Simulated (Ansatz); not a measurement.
# AlAsBH5 (SMILES [BH2][AlH][AsH2]): functionals against CCSD(T) at one geometry

One table from this session's results is given with a row withheld; the runs are named, their logs left out.

Method: single points in def2-TZVPP; program: Ansatz 0.2.0, Gaussian basis.

Cores are frozen in the correlated methods. Filled d shells of the heavier atoms are correlated.

## The system as given

8 atoms, charge 0, spin multiplicity 1.

Atoms are counted from 1 here; the program's logs count them from 0.

Bond lengths: B1–Al2 2.041 Å, B1–H4 1.162 Å, B1–H5 1.238 Å, Al2–As3 2.455 Å, Al2–H6 1.617 Å, As3–H7 1.591 Å, As3–H8 1.567 Å. Angles: Al2–B1–H4 122.1°, Al2–B1–H5 126.7°, H4–B1–H5 111.2°, B1–Al2–As3 127.7°, B1–Al2–H6 118.8°, As3–Al2–H6 113.5°, Al2–As3–H7 79.3°, Al2–As3–H8 80.5°, H7–As3–H8 92.3°.

Coordinates:

```
B    -1.1609    0.7551   -0.8812
Al    0.3586    0.6244    0.4748
As    1.6881   -1.3570    1.0537
H    -1.5348   -0.1669   -1.4809
H    -1.8007    1.7721   -1.1787
H     0.8021    1.9555    1.2777
H     1.5740   -1.5292   -0.5238
H     0.2491   -1.9332    1.2849
```

Set-up of the first run:

The input, run/in.yaml:

```yaml
crystal:
  periodic: [false, false, false]
  atoms:
    - {symbol: B, position_ang: [-1.160900, 0.755100, -0.881200]}
    - {symbol: Al, position_ang: [0.358600, 0.624400, 0.474800]}
    - {symbol: As, position_ang: [1.688100, -1.357000, 1.053700]}
    - {symbol: H, position_ang: [-1.534800, -0.166900, -1.480900]}
    - {symbol: H, position_ang: [-1.800700, 1.772100, -1.178700]}
    - {symbol: H, position_ang: [0.802100, 1.955500, 1.277700]}
    - {symbol: H, position_ang: [1.574000, -1.529200, -0.523800]}
    - {symbol: H, position_ang: [0.249100, -1.933200, 1.284900]}
basis:
  gaussian: {orbitals: def2-TZVPP}
correlation: {method: ccsd_t}
output: {forces: true}
```

The command line of these runs was not kept.

Among the steps run: CCSD(T)/def2-TZVPP; PBE0-D4/def2-TZVPP; wB97M-V/def2-TZVPP; r2SCAN-D4/def2-TZVPP; PBE-D4/def2-TZVPP; SPW92/def2-TZVPP; BLYP-D4/def2-TZVPP.

One of the session's tables, all rows but one given; the rest of the session is left out.

| method | RMS force component (eV/Å) | angle to CCSD(T) forces (°) | dipole (D) |
| --- | --- | --- | --- |
| CCSD(T) | 0.723 | reference | 1.03 |
| PBE0-D4 | ? | ? | ? |
| wB97M-V | 0.708 | 4.2 | 1.01 |
| r2SCAN-D4 | 0.689 | 2.1 | 1.12 |
| PBE-D4 | 0.622 | 11.2 | 0.99 |
| SPW92 | 0.599 | 11.9 | 1.11 |
| BLYP-D4 | 0.629 | 11.7 | 0.88 |

Estimate the missing values for PBE0-D4.

As computed: RMS force component (eV/Å): 0.689; angle to CCSD(T) forces (°): 2.2; dipole (D): 1.08.
